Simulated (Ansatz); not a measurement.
# TaO: the cost of one run

Computed with Ansatz 0.2.0 (DFT PBE, scalar-relativistic, plane waves, PAW, unless a step's input says otherwise).

1 further run of the same task is left out (it didn't finish).

**1. The starting structure**

The structure is orthorhombic, space group Cmm2 (No. 35). The conventional cell has a = 4.419 Å, b = 4.785 Å, c = 3.249 Å, α = 90.00°, β = 90.00°, γ = 90.00°. Ta (site symmetry mm2) has 4 O at 2.33 to 2.50 Å in its first shell of neighbours. O (site symmetry mm2) has 4 Ta at 2.33 to 2.50 Å in its first shell of neighbours.

Coordinates:

```xyz
2
Lattice="2.2095 -2.3926 0.0000 2.2095 2.3926 0.0000 0.0000 0.0000 3.2493" Properties=species:S:1:pos:R:3 pbc="T T T"
Ta    2.2095    0.0000    0.4417
O     0.0000    0.0000    1.1830
```

A structure generator made this guess: CaMg type (P4/mmm) distorted into a subgroup (Cmm2, No. 35). Lengths come from tabulated atomic sizes and are only a guess.

**2. A first look at the guess**

input.yaml

```yaml
crystal:
  lattice:
    - [2.20952623, -2.39262343, 0.0]
    - [2.20952623, 2.39262343, 0.0]
    - [0.0, 0.0, 3.24932271]
  atoms:
    - { symbol: Ta, position: [0.5, 0.5, 0.13593416] }
    - { symbol: O, position: [0.0, 0.0, 0.36406584] }
basis:
  ecutwfc: 420
kpoints:
  mp_grid: { grid: [6, 6, 6] }
hamiltonian:
  xc: pbe
scf:
  occupations: { method: gaussian, width: 0.1 }
  lower_state_search: "off"
output:
  forces: true
  stress: true
  eigenvalues: true
```

Run with:

```
$ ansatz run input.yaml --threads 1 --pin off --max-ram 2560MiB --backend cpu --events-out ev --progress --plain --runs-dir out
```

**Question.** How long does this run take on 1 thread of Intel Xeon at 2.50GHz (Skylake/Cascade Lake), shared host, and how much memory does it need?

About 4.1 s, with a peak of 0.33 GiB.
